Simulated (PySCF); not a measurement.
# C2H8ClGeN: the cost of one run

The runs use PySCF 2.14.0, with density-fitted response routines of our own; the level of theory stands in each step. All values are computed, except where a source is named. Atoms are numbered from 0 throughout.

### 1 The molecule as given

13 atoms, charge 0, multiplicity 1; geometry from: GFN2-xTB. The atoms were then displaced at random by about 0.01 Å, so the start is not that level's minimum.

Bonds of the start (Å): C0–C1 1.56, C1–Ge2 2.00, Ge2–N3 1.80, Ge2–Cl4 2.13, C0–H5 1.07, C0–H6 1.07, C0–H7 1.07, C1–H8 1.07, C1–H9 1.10, Ge2–H10 1.53, N3–H11 1.00, N3–H12 1.07.

### 2 Optimising the geometry at PBE0-D3(BJ)/def2-SVP

What the job is given:

```
{"job": {"xc": "PBE0", "basis": "def2-SVP", "d3": "d3bj", "grid": 1, "shake": 0.01, "kind": "geom"}, "charge": 0, "multiplicity": 1}
C      1.732290    -0.483600     0.297500
C      0.835190     0.741050    -0.039680
Ge    -1.106820     0.418270     0.326750
N     -1.619880    -1.003730    -0.642380
Cl    -2.220880     2.162940    -0.171050
H      2.750390    -0.245530     0.054400
H      1.401920    -1.329900    -0.275610
H      1.656450    -0.697040     1.345960
H      0.938770     1.008010    -1.075000
H      1.168460     1.613160     0.541750
H     -1.437120     0.061120     1.777690
H     -1.449690    -0.981930    -1.623120
H     -2.643250    -1.279700    -0.527530
```

Launch:

```
$ OMP_NUM_THREADS=1 python probes_run.py task.json out
```

The driver reads the jobs from task.json and runs them one after another.

Q: Estimate the wall time and peak memory of this first job on 1 thread of Arm Neoverse N1, shared host.

About 95 s, with a peak of 0.53 GiB.
